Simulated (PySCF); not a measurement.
# A diatomic session: NiF

What are the lowest state that PBE0 finds, the bond length, vibrational wavenumber and bond energy of NiF, and how much do these hang on the method?

Method: Ni def2-TZVPP, F def2-TZVPP, no relativity; program: PySCF 2.14.0.

2 further runs of the same task are left out: 2 that didn't finish.

### 1 Input

The job is set up so:

```yaml
atoms: Ni, F
charge: 0
basis: Ni def2-TZVPP, F def2-TZVPP
Hamiltonian: no relativity
basis_functions: 95
electrons_treated: 37
masses_in_u: 57.9353, 18.9984
levels: PBE0, PBE, r²SCAN0, M06, B97-3, M06-L, ωB97M-V, HF, MP2, SCS-MP2
grid: 80 radial by 434 angular points
occupations: held fixed by the projection of orbital angular momentum
dissociation_limit: Ni + F, each in its ground configuration
starting_distance_in_angstrom: 1.670
values_of_2S_to_try: 1, 3, 5
```

Launch:

```bash
OMP_NUM_THREADS=1 python dia.py task.json out
```

The runs that follow: First curve: PBE0; Higher solutions at PBE0; PBE (GGA); r²SCAN0; M06 (hybrid meta-GGA); B97-3 (global hybrid GGA); M06-L (meta-GGA); ωB97M-V; ROHF (mean field).

Q: Predict the outcome of this session. Wanted: for each run, Re; ωe; De; μ.

As calculated:

Lowest PBE0 solution found, without spin–orbit coupling: ²Π (doublet), unpaired electrons π ↑. State 2 has its PBE0 minimum 0.65 eV higher. State 3 has its PBE0 minimum 0.84 eV higher. The other levels ran on the lowest alone.

| level | Re (Å) | ωe (cm⁻¹) | De (eV) | μ (D) |
| --- | --- | --- | --- | --- |
| ROHF | 1.832 | 563 | 1.23 | -6.68 |
| ROHF-MP2 | 1.743 | 612 | 5.89 | n/a |
| ROHF-SCS-MP2 | 1.760 | 598 | 5.23 | n/a |
| PBE | 1.738 | 632 | 5.54 | -4.07 |
| M06-L | 1.740 | 643 | 4.98 | -4.51 |
| PBE0 | 1.749 | 622 | 4.55 | -4.98 |
| B97-3 | 1.771 | 594 | 4.45 | -5.22 |
| M06 | 1.741 | 636 | 4.95 | -4.95 |
| ωB97M-V | 1.761 | 612 | 4.56 | -5.23 |

De is counted to Ni + F in their ground configurations. A positive dipole means Ni(−)F(+). No constants: r²SCAN0 (the points don't follow one smooth fit). ⟨S²⟩ is off the pure value of 0.75 by over a tenth at M06-L 0.84, PBE0 0.85.

In words: The methods spread over 0.095 Å in bond length, from PBE to ROHF. Among the levels with a De in the table, it runs from 1.23 eV (ROHF) to 5.89 eV (ROHF-MP2).

Correlated steps freeze 6 core orbitals. The state is the lowest single determinant that the PBE0 search found; with open d or f shells the true ground state can be another one. At PBE0, B97-3, ωB97M-V the stretched side of the curve climbs above De, by a hump or because the determinant held fixed goes to a higher limit.
